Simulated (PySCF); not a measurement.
# C2H5GeN3: NMR shieldings

Aim: compute the NMR shieldings of C2H5GeN3 (`[GeH3][n]1nccn1`).

Computed with PySCF 2.14.0 and routines of our own; the level stands in each step. Atoms count from 0.

## Step 1: The system as given

11 atoms, charge 0, multiplicity 1; geometry from: GFN2-xTB.

## Step 2: NMR shieldings: PBE0/pcSseg-1 Ge:us-x2c-TZVPall-2c, spin–orbit

Job settings and geometry (Å):

```
{"job": {"kind": "hnmr", "xc": "PBE0", "basis": {"default": "pcSseg-1", "Ge": "us-x2c-TZVPall-2c"}, "rel": "so"}, "charge": 0, "multiplicity": 1}
Ge     2.048773    -0.011174    -0.168216
N      0.220126     0.041094    -0.032052
N     -0.581983    -0.276808    -1.027138
C     -1.803632    -0.186594    -0.529675
C     -1.693043     0.198985     0.810376
N     -0.407343     0.331715     1.088786
H      2.333401     0.307357    -1.592325
H      2.483840    -1.393465     0.194299
H      2.531941     0.999790     0.809078
H     -2.673131    -0.387116    -1.121167
H     -2.453524     0.378887     1.542069
```

Method: PBE0/pcSseg-1 Ge:us-x2c-TZVPall-2c GIAO NMR shielding, X2C with spin-orbit coupling, screened-nuclear two-electron part, Gaussian nuclei, gas phase.

On the command line:

```
OMP_NUM_THREADS=1 python heavy_run.py task.json out
```

One launch serves the whole session: the jobs run in the order shown.

The program printed:

```text
spin-free SCF
coarse grid: 45496 points
cycle   1  E = -2341.7581551049  dE =  1.127e+00  |g| = 5.562e-01  |ddm| = 3.364e+00
cycle   2  E = -2341.7192665854  dE =  3.889e-02  |g| = 7.599e-01  |ddm| = 7.909e-01
cycle   3  E = -2341.7947813589  dE = -7.551e-02  |g| = 1.380e-01  |ddm| = 4.945e-01
cycle   4  E = -2341.7981629282  dE = -3.382e-03  |g| = 6.050e-02  |ddm| = 1.356e-01
cycle   5  E = -2341.7988377303  dE = -6.748e-04  |g| = 7.011e-03  |ddm| = 4.108e-02
cycle   6  E = -2341.7988432735  dE = -5.543e-06  |g| = 4.634e-03  |ddm| = 7.563e-03
cycle   7  E = -2341.7988477534  dE = -4.480e-06  |g| = 5.278e-04  |ddm| = 3.082e-03
final grid: 95296 points
cycle   8  E = -2341.7988074102  dE =  4.192e-09  |g| = 6.777e-04  |ddm| = 9.591e-04
cycle   9  E = -2341.7988072883  dE =  1.219e-07  |g| = 1.068e-03  |ddm| = 9.217e-04
cycle  10  E = -2341.7988074911  dE = -2.028e-07  |g| = 8.081e-05  |ddm| = 5.739e-04
cycle  11  E = -2341.7988074924  dE = -1.243e-09  |g| = 2.357e-05  |ddm| = 7.435e-05
converged SCF energy = -2341.7988074924
two-component SCF
cycle   1  E = -2341.7621624273  dE = -2.342e+03  |FDS-SDF| = 5.390e+00
cycle   2  E = -2341.8401495424  dE = -7.799e-02  |FDS-SDF| = 6.733e-02
cycle   3  E = -2341.8401931324  dE = -4.359e-05  |FDS-SDF| = 1.399e-03
cycle   4  E = -2341.8401936684  dE = -5.360e-07  |FDS-SDF| = 4.384e-04
cycle   5  E = -2341.8401936936  dE = -2.522e-08  |FDS-SDF| = 3.057e-04
cycle   6  E = -2341.8401937046  dE = -1.103e-08  |FDS-SDF| = 5.606e-05
converged, E = -2341.8401937046

Field gradients (au) and densities at the nuclei (bohr^-3)
atom        Vxx        Vyy        Vzz        centre      nuclear mean
  0 Ge    -0.7913    -0.9453     1.7366      28292.637      28277.889
  1 N     -0.0559    -0.5603     0.6162        185.802        185.802
  2 N      0.3786     0.6942    -1.0728        186.300        186.300
  3 C     -0.0074    -0.1821     0.1894        114.606        114.606
  4 C     -0.0073    -0.1821     0.1894        114.606        114.606
  5 N      0.3786     0.6941    -1.0727        186.300        186.300
  6 H     -0.0817    -0.0860     0.1677          0.348          0.348
  7 H     -0.0785    -0.0841     0.1627          0.349          0.349
  8 H     -0.0817    -0.0860     0.1677          0.348          0.348
  9 H     -0.1615    -0.1841     0.3456          0.388          0.388
 10 H     -0.1615    -0.1841     0.3457          0.388          0.388
without picture change
  0 Ge                           1.7927                     41208.332

Core orbital energies (eV)
atom   shell        mean    spread
  0 Ge 1s       -11007.910   0.000
  0 Ge 2s        -1392.716   0.000
  0 Ge 3s         -177.276   0.000
  0 Ge 4s          -18.211   0.000
  0 Ge 2p1/2     -1237.390   0.000
  0 Ge 2p3/2     -1205.685   0.019
  0 Ge 3p1/2      -125.638   0.000
  0 Ge 3p3/2      -121.317   0.065
  0 Ge 3d3/2       -33.857   0.093
  0 Ge 3d5/2       -33.282   0.132

Shielding tensors (ppm)
atom      isotropic    diamagn.    paramagn.     s11        s22        s33       span
  0 Ge     1677.24     2651.77     -974.53    1587.85    1631.54    1812.34     224.49
  1 N        -6.21      322.08     -328.30    -123.58       8.25      96.69     220.27
  2 N      -111.05      323.26     -434.32    -346.56    -164.92     178.32     524.87
  3 C        45.99      254.00     -208.00     -42.51      46.59     133.91     176.42
  4 C        45.99      253.99     -207.99     -42.49      46.58     133.89     176.38
  5 N      -111.01      323.26     -434.27    -346.57    -164.87     178.40     524.97
  6 H        26.01       28.41       -2.40      18.11      22.61      37.31      19.21
  7 H        26.23       28.43       -2.20      19.55      21.78      37.35      17.80
  8 H        26.01       28.42       -2.40      18.11      22.61      37.31      19.21
  9 H        23.77       30.69       -6.93      21.94      24.06      25.30       3.36
 10 H        23.77       30.70       -6.93      21.94      24.06      25.30       3.36
```

Run time: 2.7 min. Hardware: 1 thread of Arm Neoverse N1, shared host; peak memory 1 GiB.

From this job:

```tsv
quantity	value
energy from spin-orbit coupling	-0.0414 Eh
```

Orbitals, density, ELF and potential are computed afterwards from the orbital file.

Frontier orbitals at PBE0/us-x2c-TZVPall-2c+pcSseg-1, with the share of their density that lies nearest to each atom:

```tsv
orbital	energy (eV)	lies on
HOMO	-7.77	N1 30 %; C3, C4 about 26 % each
LUMO	-0.11	N2, N5 about 25 % each; N1 19 %; C3, C4 about 8 % each
```

ELF in a plane through or near 8 of the atoms.

Values, 10 rows by 14 columns:
```
0.00 0.00 0.00 0.00 0.00 0.00 0.00 0.00 0.00 0.00 0.00 0.00 0.00 0.00
0.00 0.00 0.00 0.00 0.00 0.00 0.01 0.10 0.02 0.00 0.01 0.00 0.00 0.00
0.00 0.00 0.07 0.62 0.57 0.01 0.58 0.87 0.42 0.02 0.86 0.67 0.00 0.00
0.00 0.00 0.48 0.96 0.94 0.10 0.56 0.88 0.69 0.50 1.00 0.99 0.12 0.00
0.00 0.00 0.19 0.37 0.27 0.18 0.54 0.83 0.75 0.56 0.69 0.34 0.01 0.00
0.00 0.00 0.13 0.18 0.66 0.18 0.40 0.59 0.16 0.83 0.44 0.02 0.00 0.00
0.00 0.00 0.35 0.84 0.66 0.19 0.24 0.29 0.72 0.20 0.99 0.94 0.06 0.00
0.00 0.00 0.36 0.94 0.93 0.03 0.73 0.96 0.64 0.17 0.99 0.99 0.06 0.00
0.00 0.00 0.01 0.16 0.17 0.00 0.27 0.67 0.22 0.01 0.33 0.12 0.00 0.00
0.00 0.00 0.00 0.00 0.00 0.00 0.00 0.00 0.00 0.00 0.00 0.00 0.00 0.00
```
The map spans 10.3 Å across and 8.0 Å up, centred on the molecule. Atoms in the plane (x, y in Å): Ge0 (-2.1, 0.0), N1 (-0.2, 0.0), N2 (0.5, -1.1), C3 (1.8, -0.7), C4 (1.8, 0.7), N5 (0.5, 1.1), H9 (2.6, -1.4), H10 (2.6, 1.4).

log10 of the density (e/Å³) in the same plane.

Ten even steps from ' ' (-4.0) to '@' (2.5):
```
                                                        
                                                        
          ................::::::::............          
      ....::::::::::::::------------::----::::..        
      ..::::------::::----========------==----::..      
    ..::::--======------==++++++++====++++++==--::      
  ....::--====++++======++++**##**++++******==--::..    
  ....::--==++++++++====++**##%%****##****++==--::..    
  ....::====++******++++************@@**++++==--::      
  ....--====**##@@%%****##%%****++******++==--::..      
  ....--====**##@@%%****##%%****++******++==--::..      
  ....::====++**##**++++************%%**++++==--::      
  ....::--==++++++++====++**##%%**********++==--::..    
  ....::--====++++======++++**##**++++******==--::..    
    ..::----======------==++++++++====++++++==--::      
      ..::::------::::----========------==----::..      
      ....::::::::::::::------------::----::::..        
          ................::::::::............          
                              ..                        
                                                        
```
The map spans 10.3 Å across and 8.0 Å up, centred on the molecule. Atoms in the plane (x, y in Å): Ge0 (-2.1, 0.0), N1 (-0.2, 0.0), N2 (0.5, -1.1), C3 (1.8, -0.7), C4 (1.8, 0.7), N5 (0.5, 1.1), H9 (2.6, -1.4), H10 (2.6, 1.4).

On the surface of density 0.002 e/bohr³ the electrostatic potential runs, from the 1st to the 99th percentile, from -1.51 V near N5 to 1.58 V near H7.

## Step 3: NMR shieldings: PBE0/pcSseg-1 Ge:us-x2c-TZVPall-2c, spin-free

Settings changed since step 2:

```diff
@@ -1,2 +1,2 @@
-{"job": {"kind": "hnmr", "xc": "PBE0", "basis": {"default": "pcSseg-1", "Ge": "us-x2c-TZVPall-2c"}, "rel": "so"}, "charge": 0, "multiplicity": 1}
+{"job": {"kind": "hnmr", "xc": "PBE0", "basis": {"default": "pcSseg-1", "Ge": "us-x2c-TZVPall-2c"}, "rel": "sf"}, "charge": 0, "multiplicity": 1}
 Ge     2.048773    -0.011174    -0.168216
```

Level: PBE0/pcSseg-1 Ge:us-x2c-TZVPall-2c GIAO NMR shielding, spin-free X2C, Gaussian nuclei, gas phase.

The program printed:

```text
spin-free SCF
coarse grid: 45496 points
cycle   1  E = -2341.7581551049  dE =  1.127e+00  |g| = 5.562e-01  |ddm| = 3.364e+00
cycle   2  E = -2341.7192665854  dE =  3.889e-02  |g| = 7.599e-01  |ddm| = 7.909e-01
cycle   3  E = -2341.7947813589  dE = -7.551e-02  |g| = 1.380e-01  |ddm| = 4.945e-01
cycle   4  E = -2341.7981629282  dE = -3.382e-03  |g| = 6.050e-02  |ddm| = 1.356e-01
cycle   5  E = -2341.7988377303  dE = -6.748e-04  |g| = 7.011e-03  |ddm| = 4.108e-02
cycle   6  E = -2341.7988432735  dE = -5.543e-06  |g| = 4.634e-03  |ddm| = 7.563e-03
cycle   7  E = -2341.7988477534  dE = -4.480e-06  |g| = 5.278e-04  |ddm| = 3.082e-03
final grid: 95296 points
cycle   8  E = -2341.7988074102  dE =  4.192e-09  |g| = 6.777e-04  |ddm| = 9.591e-04
cycle   9  E = -2341.7988072883  dE =  1.219e-07  |g| = 1.068e-03  |ddm| = 9.217e-04
cycle  10  E = -2341.7988074911  dE = -2.028e-07  |g| = 8.081e-05  |ddm| = 5.739e-04
cycle  11  E = -2341.7988074924  dE = -1.243e-09  |g| = 2.357e-05  |ddm| = 7.435e-05
converged SCF energy = -2341.7988074924
check of the scalar solution
cycle   1  E = -2341.7988074924  dE = -2.342e+03  |FDS-SDF| = 2.357e-05
cycle   2  E = -2341.7988074922  dE =  1.760e-10  |FDS-SDF| = 3.627e-05
converged, E = -2341.7988074922

Field gradients (au) and densities at the nuclei (bohr^-3)
atom        Vxx        Vyy        Vzz        centre      nuclear mean
  0 Ge    -0.7913    -0.9451     1.7364      28291.291      28276.544
  1 N     -0.0559    -0.5603     0.6162        185.802        185.802
  2 N      0.3786     0.6942    -1.0728        186.300        186.300
  3 C     -0.0074    -0.1821     0.1895        114.606        114.606
  4 C     -0.0073    -0.1821     0.1894        114.606        114.606
  5 N      0.3786     0.6941    -1.0727        186.300        186.300
  6 H     -0.0817    -0.0860     0.1677          0.348          0.348
  7 H     -0.0786    -0.0841     0.1627          0.349          0.349
  8 H     -0.0817    -0.0860     0.1677          0.348          0.348
  9 H     -0.1615    -0.1841     0.3456          0.388          0.388
 10 H     -0.1615    -0.1841     0.3457          0.388          0.388
without picture change
  0 Ge                           1.7929                     41208.614

Core orbital energies (eV)
atom   shell        mean    spread
  0 Ge 1s       -11008.042   0.000
  0 Ge 2s        -1392.739   0.000
  0 Ge 3s         -177.277   0.000
  0 Ge 4s          -18.212   0.000
  0 Ge 2p        -1216.116   0.029
  0 Ge 3p         -122.737   0.100
  0 Ge 3d          -33.511   0.202

Shielding tensors (ppm)
atom      isotropic    diamagn.    paramagn.     s11        s22        s33       span
  0 Ge     1485.63     2767.70    -1282.06    1391.51    1435.51    1629.88     238.37
  1 N        -9.32      321.80     -331.13    -124.51       4.02      92.52     217.03
  2 N      -111.54      322.95     -434.49    -347.40    -165.81     178.60     526.01
  3 C        45.81      253.89     -208.08     -42.74      46.31     133.87     176.61
  4 C        45.82      253.88     -208.06     -42.71      46.31     133.85     176.56
  5 N      -111.50      322.94     -434.44    -347.41    -165.76     178.69     526.10
  6 H        26.23       28.47       -2.24      18.97      22.20      37.51      18.54
  7 H        26.44       28.48       -2.05      20.45      21.35      37.51      17.06
  8 H        26.23       28.47       -2.24      18.97      22.20      37.51      18.54
  9 H        23.78       30.70       -6.92      21.90      24.07      25.36       3.46
 10 H        23.78       30.70       -6.92      21.90      24.07      25.36       3.46
```

It took 59 s on 1 thread of Arm Neoverse N1, shared host; peak memory 0.94 GiB.

## Step 4: Shieldings side by side

```tsv
run	Ge0	N1	N2	N5	H8	H6	H7	time
step 2, PBE0/pcSseg-1 Ge:us-x2c-TZVPall-2c, spin–orbit	1677.2	-6.2	-111.1	-111.0	26.0	26.0	26.2	2.7 min
step 3, PBE0/pcSseg-1 Ge:us-x2c-TZVPall-2c, spin-free	1485.6	-9.3	-111.5	-111.5	26.2	26.2	26.4	59 s
```

## Step 5: What came out

```
                                                                                quantity                                                            value
energy from spin-orbit coupling (step 2, PBE0/pcSseg-1 Ge:us-x2c-TZVPall-2c, spin–orbit)                                                       -0.0414 Eh
                     shieldings (step 2, PBE0/pcSseg-1 Ge:us-x2c-TZVPall-2c, spin–orbit)  Ge0 1677.2, N1 -6.2, N2 -111.1, C3 46.0, C4 46.0, N5 -111.0 ppm
                                                   surface potential, 1st and 99th percentile                                               -1.51 V and 1.58 V
                      shieldings (step 3, PBE0/pcSseg-1 Ge:us-x2c-TZVPall-2c, spin-free)  Ge0 1485.6, N1 -9.3, N2 -111.5, C3 45.8, C4 45.8, N5 -111.5 ppm
```

What this shows: Ge0 moves most between the runs, by 192 ppm; the labels say what changes from run to run.
